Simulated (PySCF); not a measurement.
# Cl4Cu2 (Cu2(Cl)4): the cost of one run

Programs: PySCF 2.14.0, with routines of our own; each step states its level. All values are computed. Atoms count from 0.

## (1) The starting structure

6 atoms, charge 0, multiplicity 3; geometry from: GFN2-xTB.

## (2) Open-shell or spin-flip excitations: unrestricted TDA B3LYP/def2-SVP Cu:def2-TZVP

What the job is given:

```
{"job": {"kind": "uabs", "xc": "B3LYP", "basis": {"default": "def2-SVP", "Cu": "def2-TZVP"}, "nstates": 15, "tda": true, "pol": false}, "charge": 0, "multiplicity": 3}
Cu     1.607370     0.043120     0.228360
Cl     3.622900     0.090390     0.534640
Cl    -0.180660    -0.594620     1.352460
Cu    -1.606500    -0.039360    -0.237570
Cl    -3.625150    -0.096710    -0.514850
Cl     0.182050     0.597170    -1.363040
```

Level: unrestricted TDA B3LYP/def2-SVP Cu:def2-TZVP, vertical, gas phase, core orbitals frozen in the response.

The run is started by

```
> OMP_NUM_THREADS=1 python excited_run.py task.json out
```

This one command runs all jobs of the session in turn.

Q: Estimate the wall time and peak memory of this first job on 1 thread of Arm Neoverse V2, shared host.

About 2.4 min, with a peak of 0.67 GiB.
